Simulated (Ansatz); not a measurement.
Runs of Ansatz 0.2.0 on BiS. It takes space group Pm-3m (No. 221, cubic). The conventional cell has a = 4.003 Å, b = 4.003 Å, c = 4.003 Å, α = 90.00°, β = 90.00°, γ = 90.00°. Around Bi (site symmetry m-3m) lie 8 S at 3.47 Å. Around S (site symmetry m-3m) lie 8 Bi at 3.47 Å. The cell was built by a generator and needn't be a form met in nature.

| task | level | cell | smearing | gap on the mesh (eV) | pressure (GPa) | relaxed volume (Å³/atom) |
| --- | --- | --- | --- | --- | --- | --- |
| relaxation of cell and atoms | BLYP+D4 | relaxed | fermi-dirac 0.05 eV | none | 0.0 | 23.24 |
| relaxation of cell and atoms | BLYP+D3(BJ) | relaxed | fermi-dirac 0.05 eV | none | 0.0 | (a) |
| single point | PBE | as given | gaussian 0.029 eV | none | -10.9 | - |
| single point | PBE | as given | gaussian 0.03 eV | none | -10.9 | - |

Alike in all rows: potentials or basis Ansatz PAW; no spin polarisation; k mesh 7 × 7 × 7; cutoff (eV) 420.

**Question.** Fill in the values left out.

**Answer.** (a) 22.84.

Caveats: spin-orbit coupling is left out, which moves the levels of the heavy elements; the volume moved by over 15 % at a fixed basis, so the end points are rough (some runs); the plane-wave basis is chosen anew once the cell has moved, so the energies of steps on either side of that aren't comparable (some runs); pairwise dispersion overbinds metals, which lowers pressure and volume (some runs); the PAW data sets come from PBE, with cores solved anew for the run's functional, which leaves a small shift of forces and pressure (some runs).

A k mesh can miss the band edges, and the runs leave out spin-orbit coupling on Bi.

A gap of «none» marks a metal or a gap under the smearing width.
